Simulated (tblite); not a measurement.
# C4H12N2SeSi: the cost of one run

Computed with tblite 0.8.0 and PySCF 2.14.0, with density-fitted response routines of our own, on a single molecule in the gas phase. Atoms are numbered from 0 throughout.

## Step 1: Starting geometry

20 atoms, charge 0, multiplicity 1; geometry from: force field or distance geometry start.

Bonds of the start (Å): C0–C1 1.34, C1–Se2 1.93, Se2–Si3 2.30, Si3–N4 1.77, N4–C5 1.46, Si3–N6 1.79, N6–C7 1.44, C0–H8 1.10, C0–H9 1.06, C1–H10 1.08, Si3–H11 1.47, N4–H12 1.05, C5–H13 1.10, C5–H14 1.11, C5–H15 1.11, N6–H16 1.04, C7–H17 1.09, C7–H18 1.11, C7–H19 1.11.

## Step 2: Geometry optimisation with GFN2-xTB

The job: settings as JSON, then the geometry in Å.

```
{"job": {"kind": "relax", "xc": "GFN2-xTB", "basis": "xTB"}, "charge": 0, "multiplicity": 1}
C      2.705500    -2.433100     0.126100
C      2.631400    -1.266800    -0.532700
Se     1.901600     0.232300     0.449200
Si    -0.242600     0.677100    -0.238300
N     -0.674800     2.294600     0.335000
C     -1.004900     3.200400    -0.755600
N     -1.342400    -0.477100     0.566600
C     -1.242800    -1.822500     0.074400
H      2.318400    -2.413000     1.159500
H      3.073800    -3.340700    -0.268400
H      2.975100    -1.142900    -1.548500
H     -0.428000     0.502500    -1.681500
H     -1.387700     2.308000     1.104000
H     -2.015100     3.638700    -0.672100
H     -1.012700     2.608700    -1.694500
H     -0.251800     4.005900    -0.867900
H     -2.320900    -0.134600     0.665300
H     -0.180400    -2.066500    -0.020900
H     -1.740200    -1.861600    -0.919700
H     -1.766600    -2.499000     0.775000
```

Command:

```
$ OMP_NUM_THREADS=1 python probes_run.py task.json out
```

This one command runs all jobs of the session in turn.

Q: Estimate the wall time and peak memory of this first job on 1 thread of Arm Neoverse N1, shared host.

About 2.8 s, with a peak of 0.18 GiB.
